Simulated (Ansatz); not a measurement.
# Al(H2S)Cl3 (AlCl3H2S): the relaxed shape and its frontier levels

Aim: characterise Al(H2S)Cl3 (AlCl3H2S) as a singlet: its structure, frontier levels and distribution of charge.

Computed with Ansatz 0.2.0, Gaussian basis. Level: RKS PBE0-D4/def2-TZVP.

The runs, in order: relaxation at PBE0-D4/def2-SVP; a search for the lowest solution at PBE0-D4/def2-SVP; a single point at PBE0-D4/def2-TZVP.

## (1) The system as given

7 atoms, charge 0, spin multiplicity 1.

Atoms are counted from 1 here; the program's logs count them from 0.

Bond lengths: Al1–Cl5 2.041 Å, Al1–Cl6 2.054 Å, Al1–Cl7 2.042 Å, S2–H3 1.331 Å, S2–H4 1.331 Å. Angles: Cl5–Al1–Cl6 117.9°, Cl5–Al1–Cl7 121.3°, Cl6–Al1–Cl7 117.9°, H3–S2–H4 92.7°.

As a file:

```mol
AlCl3H2S
  3D, bonds by distance, orders not assigned

  7  5  0  0  0  0  0  0  0  0999 V2000
    0.1390   -0.2384   -1.0933 Al  0  0
    0.1418   -0.2381    1.6436 S   0  0
    0.5072    1.0417    1.6739 H   0  0
   -1.1537    0.0664    1.6686 H   0  0
    2.1663   -0.1900   -1.3271 Cl  0  0
   -0.8885    1.5331   -1.2492 Cl  0  0
   -0.9122   -1.9747   -1.3165 Cl  0  0
  1  5  8  0
  1  6  8  0
  1  7  8  0
  2  3  8  0
  2  4  8  0
M  END
```

The start is a GFN2-xTB geometry.

## (2) Optimising with PBE0-D4/def2-SVP

File in.yaml:

```yaml
crystal:
  periodic: [false, false, false]
  atoms:
    - {symbol: Al, position_ang: [0.139040, -0.238380, -1.093280]}
    - {symbol: S, position_ang: [0.141810, -0.238100, 1.643640]}
    - {symbol: H, position_ang: [0.507200, 1.041680, 1.673850]}
    - {symbol: H, position_ang: [-1.153690, 0.066420, 1.668570]}
    - {symbol: Cl, position_ang: [2.166320, -0.190010, -1.327060]}
    - {symbol: Cl, position_ang: [-0.888460, 1.533050, -1.249200]}
    - {symbol: Cl, position_ang: [-0.912220, -1.974660, -1.316520]}
basis:
  gaussian: {orbitals: def2-SVP}
hamiltonian: {xc: pbe0, dispersion: d4}
scf: {omitted_lower_state_checks: [starts]}
output: {orbitals: {seedname: orbitals}}
relax: {f_tol: 0.02, max_steps: 100}
```

On the command line:

```console
ansatz run in.yaml --threads 4 --pin off --events-out ev --progress --plain --max-ram 3916MiB
```

After this run come: Searching for the lowest solution, PBE0-D4/def2-SVP; Single point, PBE0-D4/def2-TZVP.

Before running them: what should the planned runs give, taken together? Wanted: point group; commonest bond, hydrogen aside; HOMO, LUMO at PBE0-D4/def2-TZVP; dipole at PBE0-D4/def2-SVP.

As calculated:

| quantity | value |
| --- | --- |
| point group | Cs |
| commonest bond, hydrogen aside | Al–Cl, 3 of mean length 2.107 Å |
| HOMO, LUMO at PBE0-D4/def2-TZVP | -8.74, -1.13 eV |
| dipole at PBE0-D4/def2-SVP | 5.04 D |

**Reading.** The molecule keeps its bonding pattern by the stored test; the atoms moved 0.08 Å (rms). No usable vibrations, so a minimum isn't proven. The point group is read from a loosely relaxed geometry; soft torsions can leave it below the true symmetry.
